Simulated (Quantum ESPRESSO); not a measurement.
A calculation with Quantum ESPRESSO 7.5 of Zn2WSe5 (native input, structure typed inline):

The input pw.in:

```
&CONTROL
  calculation = 'scf'
  prefix = 'pwscf'
  outdir = './tmp'
  pseudo_dir = './pseudo'
  tprnfor = .true.
  tstress = .true.
  disk_io = 'nowf'
/
&SYSTEM
  ibrav = 0
  nat = 8
  ntyp = 3
  ecutwfc = 55
  ecutrho = 440
  nbnd = 55
  occupations = 'smearing'
  smearing = 'fd'
  degauss = 0.00367493
/
&ELECTRONS
  conv_thr = 1.6d-09
  electron_maxstep = 120
  mixing_beta = 0.5
/
ATOMIC_SPECIES
Zn    65.3800 Zn_pbe_v1.uspp.F.UPF
W    183.8400 W_pbe_v1.2.uspp.F.UPF
Se    78.9710 Se_pbe_v1.uspp.F.UPF
CELL_PARAMETERS angstrom
   5.3028395500    0.0000000000    0.0000000000
  -2.6514197700    4.5923937600    0.0000000000
   0.0000000000    0.0000000000    8.8857592100
ATOMIC_POSITIONS crystal
Zn     0.0000000000    0.0000000000    0.1066366000
Zn     0.0000000000    0.0000000000    0.8933634000
W      0.0000000000    0.0000000000    0.5000000000
Se     0.5000000000    0.0000000000    0.5000000000
Se     0.0000000000    0.5000000000    0.5000000000
Se     0.5000000000    0.5000000000    0.5000000000
Se     0.0000000000    0.0000000000    0.6733489600
Se     0.0000000000    0.0000000000    0.3266510400
K_POINTS automatic
6 6 3 0 0 0
```

Potentials or basis: SSSP 1.3 efficiency PBE.

The run is started by

```bash
$ OMP_NUM_THREADS=1 pw.x -in pw.in > pw.out
```

The cell was built by a generator and needn't be a form met in nature.

Task: Write the same calculation in another form: ASE script, structure from a P1 CIF.

Result: As run:

File run.py:

```python
import numpy as np
from ase.calculators.espresso import Espresso, EspressoProfile
from ase.io import read

atoms = read('Zn2WSe5.cif')

input_data = {
    'control': {'calculation': 'scf', 'prefix': 'pwscf', 'outdir': './tmp', 'tprnfor': True, 'tstress': True, 'disk_io': 'nowf'},
    'system': {'ecutwfc': 55.0, 'ecutrho': 440.0, 'nbnd': 55, 'occupations': 'smearing', 'smearing': 'fd', 'degauss': 0.00367493},
    'electrons': {'conv_thr': 1.6e-09, 'electron_maxstep': 120, 'mixing_beta': 0.5},
}
pseudopotentials = {'Se': 'Se_pbe_v1.uspp.F.UPF', 'W': 'W_pbe_v1.2.uspp.F.UPF', 'Zn': 'Zn_pbe_v1.uspp.F.UPF'}
profile = EspressoProfile(command='pw.x', pseudo_dir='pseudo')
dft = Espresso(profile=profile, input_data=input_data, pseudopotentials=pseudopotentials, kpts=(6, 6, 3), koffset=(0, 0, 0))
atoms.calc = dft

print(f'energy {atoms.get_potential_energy():.8f} eV')
print('forces (eV/A)')
print(np.round(atoms.get_forces(), 6))
print('stress (eV/A^3, Voigt)')
print(np.round(atoms.get_stress(), 8))
print(f'Fermi level {dft.get_fermi_level():.4f} eV')
```

The input Zn2WSe5.cif:

```cif
data_Zn2WSe5
_cell_length_a 5.30283955
_cell_length_b 5.30283955
_cell_length_c 8.88575921
_cell_angle_alpha 90.00000000
_cell_angle_beta 90.00000000
_cell_angle_gamma 119.99999997
_space_group_name_H-M_alt 'P1'
_space_group_name_Hall 'P 1'
_space_group_IT_number 1
loop_
_space_group_symop_operation_xyz
'x,y,z'
loop_
_atom_site_label
_atom_site_type_symbol
_atom_site_symmetry_multiplicity
_atom_site_Wyckoff_symbol
_atom_site_fract_x
_atom_site_fract_y
_atom_site_fract_z
_atom_site_occupancy
Zn1 Zn 1 a 0.0000000000 0.0000000000 0.1066366000 1
Zn2 Zn 1 a 0.0000000000 0.0000000000 0.8933634000 1
W1 W 1 a 0.0000000000 0.0000000000 0.5000000000 1
Se1 Se 1 a 0.5000000000 0.0000000000 0.5000000000 1
Se2 Se 1 a 0.0000000000 0.5000000000 0.5000000000 1
Se3 Se 1 a 0.5000000000 0.5000000000 0.5000000000 1
Se4 Se 1 a 0.0000000000 0.0000000000 0.6733489600 1
Se5 Se 1 a 0.0000000000 0.0000000000 0.3266510400 1
```

Potentials or basis: SSSP 1.3 efficiency PBE.

Command:

```bash
$ OMP_NUM_THREADS=1 python run.py
```

Both were run:

|  | native input, structure typed inline | ASE script, structure from a P1 CIF |
| --- | --- | --- |
| Pressure | 87.0 GPa | 87.0 GPa |
| Largest force | 78.788 eV/Å | 78.788 eV/Å |
| Band gap on the k mesh | none (metal or under the smearing width) | none (metal or under the smearing width) |

Keys that steer only the numerical path or the files written may differ.

Caveat: a pressure of tens of GPa on the cell as given is suspect, and the run, the potentials or the cell itself is likely at fault; forces of over 1 eV/Å show positions far from the minimum, so gaps and moduli don't describe the material at rest.
